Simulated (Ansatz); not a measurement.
# ZnO: an axial (c/a) deformation path

The task here is to estimate one member of a computed series from the others.

Computed with Ansatz 0.2.0 (DFT r2SCAN, scalar-relativistic, plane waves, PAW, unless a step's input says otherwise).

### The structure to begin with

Symmetry: P6_3mc, No. 186, hexagonal system. Conventional cell: a = 3.249 Å, b = 3.249 Å, c = 5.204 Å, α = 90.00°, β = 90.00°, γ = 120.00°. Around Zn (site symmetry 3m) lie 4 O at 1.97 to 1.99 Å. O (site symmetry 3m) has 4 Zn at 1.97 to 1.99 Å in its first shell of neighbours.

As a file:

```
Zn O
1.0
     3.24940    0.00000    0.00000
    -1.62470    2.81406    0.00000
     0.00000    0.00000    5.20380
Zn O
2 2
Cartesian
  0.0000 1.8760 0.0000
  1.6247 0.9380 2.6019
  0.0000 1.8760 1.9884
  1.6247 0.9380 4.5903
```

No relaxation comes first: the listed cell is the starting point.

### The reference cell

The reference gives a free energy of -7789.8512 eV, pressure -1.09 GPa, largest force 0.032 eV/Å and gap on the mesh 1.23 eV. It was computed beforehand with the settings of the runs below.

The first run:

At fixed volume and fractional coordinates, lengths along (0.000, 0.000, 1.000) are scaled against those across it; ρ is that ratio over its starting value.

Input file input.yaml:

```yaml
crystal:
  lattice:
    - [3.4302836265, 0.0, 0.0]
    - [-1.7151418132, 2.9707127627, 0.0]
    - [0.0, 0.0, 4.6694587936]
  atoms:
    - { symbol: Zn, position: [0.3333333333, 0.6666666667, 0.0] }
    - { symbol: Zn, position: [0.6666666667, 0.3333333333, 0.5] }
    - { symbol: O, position: [0.3333333333, 0.6666666667, 0.3821] }
    - { symbol: O, position: [0.6666666667, 0.3333333333, 0.8821] }
basis:
  ecutwfc: 500
kpoints:
  mp_grid: { grid: [12, 12, 6] }
hamiltonian:
  xc: r2scan
scf:
  occupations: { method: gaussian, width: 0.05 }
output:
  forces: true
  stress: true
  eigenvalues: true
```

Started as:

```console
ansatz run input.yaml --threads 1 --pin off --max-ram 2560MiB --backend cpu --events-out ev --progress --plain --runs-dir out
```

Steps of the session up to this table: At ρ = 0.850; ρ = 1.200; At ρ = 0.920; Point ρ = 1.100; At ρ = 0.960; Point ρ = 1.050; ρ = 0.800; Point ρ = 1.300.

One table of the session follows, with a row left open; its other results are not shown here.

```
    ρ  ΔE (meV/atom)  pressure (GPa)  gap on the mesh (eV)
0.800          327.8            10.7                  1.27
0.850          166.5             4.8                  1.24
0.920              ?               ?                     ?
0.960            9.9            -0.8                  1.28
1.000            0.0            -1.1                  1.23
1.050           12.2            -0.4                  1.15
1.100           45.8             1.0                  1.04
1.200          159.9             5.6                  0.75
1.300          315.8            11.4                  0.38
```

**Question.** Estimate the row for ρ = 0.920.

Worked estimate for «ΔE (meV/atom)». A straight line through the neighbours (0.850, 166.5) and (0.960, 9.9) gives 166.5 + (9.9 − 166.5) × (0.920 − 0.850) / (0.960 − 0.850) = 66.8; a parabola fitted to 4 rows on both sides gives 37.5.

**Answer.** ΔE (meV/atom): 41.7; pressure (GPa): 0.2; gap on the mesh (eV): 1.26. In «ΔE (meV/atom)» the line misses by +25.1 and the parabola by -4.2.
